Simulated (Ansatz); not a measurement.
# PrAgC: the cost of one run

Computed with Ansatz 0.2.0 (DFT PBE, scalar-relativistic, plane waves, PAW; 4f electrons in the core of a trivalent norm-conserving potential, unless a step's input says otherwise).

### Step 1. The system as given

It takes space group P-6m2 (No. 187, hexagonal). The conventional cell has a = 4.163 Å, b = 4.163 Å, c = 4.544 Å, α = 90.00°, β = 90.00°, γ = 120.00°. Pr (site symmetry -6m2) has 6 Ag at 3.31 Å and 6 C at 3.31 Å in its first shell of neighbours. Around Ag (site symmetry -6m2) lie 3 C at 2.40 Å. C (site symmetry -6m2) has 3 Ag at 2.40 Å and 6 Pr at 3.31 Å in its first shell of neighbours.

Coordinates:

```cif
data_structure
_symmetry_space_group_name_H-M 'P 1'
_symmetry_Int_Tables_number 1
_cell_length_a 4.1630
_cell_length_b 4.1630
_cell_length_c 4.5443
_cell_angle_alpha 90.000
_cell_angle_beta 90.000
_cell_angle_gamma 120.000
_cell_volume 68.20
loop_
_atom_site_label
_atom_site_type_symbol
_atom_site_fract_x
_atom_site_fract_y
_atom_site_fract_z
_atom_site_occupancy
Pr1 Pr 0.00000 0.00000 0.00000 1
Ag1 Ag 0.66667 0.33333 0.50000 1
C1 C 0.33333 0.66667 0.50000 1
```

A structure generator made this guess: species swapped into a database cell of BaSbPt (P-6m2, No. 187), with Pr on the Ba sites, Ag on the Sb sites and C on the Pt sites. Lengths come from tabulated atomic sizes and are only a guess.

### Step 2. Probe: one point on a coarse mesh

The input, input.yaml:

```yaml
crystal:
  lattice:
    - [4.16300597, 0.0, 0.0]
    - [-2.08150298, 3.60526892, 0.0]
    - [0.0, 0.0, 4.54431973]
  atoms:
    - { symbol: Pr, position: [0.0, 0.0, 0.0] }
    - { symbol: Ag, position: [0.66666667, 0.33333333, 0.5] }
    - { symbol: C, position: [0.33333333, 0.66666667, 0.5] }
basis:
  ecutwfc: 660
kpoints:
  mp_grid: { grid: [6, 6, 4] }
hamiltonian:
  xc: pbe
  pseudopotentials:
    kind: paw
    azcp: { Pr: "pseudopotentials/pbe/nc/lanthanide_3plus/Pr.nc.azcp" }
scf:
  occupations: { method: gaussian, width: 0.1 }
  lower_state_search: "off"
output:
  forces: true
  stress: true
  eigenvalues: true
```

Started as:

```sh
$ ansatz run input.yaml --threads 1 --pin off --max-ram 2560MiB --backend cpu --events-out ev --progress --plain --runs-dir out
```

**Question.** How long does this run take on 1 thread of Arm Neoverse V1, shared host, and how much memory does it need?

About 5.7 s, with a peak of 0.3 GiB.
